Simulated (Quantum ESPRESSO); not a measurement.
MnO2:

```
Mn O
1.0
     4.39600    0.00000    0.00000
     0.00000    4.39600    0.00000
     0.00000    0.00000    2.87100
Mn O
2 4
Direct
  0.00000 0.00000 0.00000
  0.50000 0.50000 0.50000
  0.30200 0.30200 0.00000
  0.19800 0.80200 0.50000
  0.69800 0.69800 0.00000
  0.80200 0.19800 0.50000
```

Base run:

```yaml
Program: Quantum ESPRESSO 7.5
Functional: LDA
Potentials_or_basis: GBRV 1.5 LDA
Cutoff: 612 eV
Density_cutoff: 4898 eV
k_mesh: 4 × 4 × 7
Occupations: gaussian, width 0.05 eV
Spin: collinear spin, ferromagnetic start
Starting_moments: "[3.0, 3.0, 0.0, 0.0, 0.0, 0.0] μB"
Hubbard_terms: Mn d U = 5 eV
```

Its results: band gap on the k mesh none (metal or under the smearing width); pressure -1.6 GPa; net moment 6.04 μB per cell; site moments Mn +2.78; O -0.10 μB; largest force 0.472 eV/Å.

**Question.** After a change of settings the same cell gave: band gap on the k mesh none (metal or under the smearing width); pressure -6.9 GPa; net moment 6.01 μB per cell; site moments Mn +2.57; O +0.00 μB; largest force 0.537 eV/Å. Which change was it?
A. hubbard terms from Mn d U = 5 eV to Mn d U = 6 eV
B. hubbard terms from Mn d U = 5 eV to Mn d U = 3 eV
C. hubbard terms from Mn d U = 5 eV to none

**Answer.** B.

Caveats: only a ferromagnetic start was run, and an antiferromagnetic order may lie lower in energy.
